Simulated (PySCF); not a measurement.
# C2H2BrO: the cost of one run

Computed with PySCF 2.14.0. Level: levels as typed in each script, gas phase, geometry from GFN2-xTB.

**1. Where the work starts**

SMILES `C=C([O-])Br`, 6 atoms, charge -1, spin multiplicity 1.

Bond lengths: C1–C2 1.322 Å, C1–H5 1.081 Å, C1–H6 1.070 Å, C2–O3 1.201 Å, C2–Br4 2.290 Å. Angles: C2–C1–H5 117.8°, C2–C1–H6 124.3°, H5–C1–H6 117.9°, C1–C2–O3 144.6°, C1–C2–Br4 105.3°, O3–C2–Br4 110.1°.

Geometry (Å):

```
C     1.7010   -1.1541    0.0000
C     1.2894    0.1020    0.0000
O     1.6457    1.2490    0.0000
Br   -0.9978   -0.0097    0.0000
H     2.7671   -1.3354    0.0000
H     1.0485   -2.0028    0.0000
```

**2. Localised orbitals (HF/def2-svpd)**

File input.py:

```python
import numpy as np
from pyscf import gto, scf, dft, lo
from pyscf.data.elements import chemcore

def solve(mol, dm0=None, hcore=None):
    mf = scf.UHF(mol) if mol.spin else scf.RHF(mol)
    mf = mf.density_fit(auxbasis='def2-universal-jkfit')
    mf.conv_tol, mf.max_cycle = 1e-8, 80
    if hcore is not None:
        mf.get_hcore = lambda *args: hcore
    mf.kernel(dm0)
    if not mf.converged:
        mf = mf.newton().run(mf.mo_coeff, mf.mo_occ, max_cycle=30)
    assert mf.converged, 'SCF not converged'
    return mf

mol = gto.M(atom='''
C      1.70098    -1.15411     0.00000
C      1.28940     0.10198     0.00000
O      1.64574     1.24902     0.00000
Br    -0.99782    -0.00975     0.00000
H      2.76711    -1.33542     0.00000
H      1.04850    -2.00276     0.00000
''', basis='def2-svpd', charge=-1, spin=0, verbose=4)
mf = solve(mol)
occ_all = mf.mo_coeff[:, mf.mo_occ > 0]
occ = occ_all[:, chemcore(mol):]
loc = lo.ibo.ibo(mol, occ, iaos=lo.iao.iao(mol, occ_all))
fock, s = mf.get_fock(), mf.get_ovlp()
ortho = lo.orth_ao(mol, 'meta_lowdin')
ortho = lo.vec_lowdin(lo.iao.iao(mol, occ_all), s)
labels = lo.iao.reference_mol(mol).ao_labels(fmt=None)
vir = lo.vvo.livvo(mol, occ_all, mf.mo_coeff[:, mf.mo_occ == 0])
both = np.hstack([loc, vir])
p = (ortho.T @ s @ both) ** 2
pop = np.array([p[[l[0] == a for l in labels]].sum(0) for a in range(mol.natm)])
spd = np.array([[p[[l[0] == a and l[2][-1] == k for l in labels]].sum(0) for k in 'spd'] for a in range(mol.natm)])
eps = np.einsum('pi,pq,qi->i', both, fock, both)
for i in np.argsort(eps):
    top = np.argsort(-pop[:, i])[:3]
    print('%3d %s %9.4f Eh ' % (i + 1, 'occ' if i < loc.shape[1] else 'vir', eps[i]), '  '.join('%s%d %.3f' % (mol.atom_symbol(a), a + 1, pop[a, i]) for a in top))
np.savez('result.npz', c=both, nocc=loc.shape[1], pop=pop, spd=spd, eps=eps, e=mf.e_tot)
```

Command:

```console
$ OMP_NUM_THREADS=1 python input.py
```

**Question.** How long does this run take on 1 thread of AMD EPYC 7R13 (Zen 3), shared host, and how much memory does it need?

About 1.8 s, with a peak of 0.17 GiB.
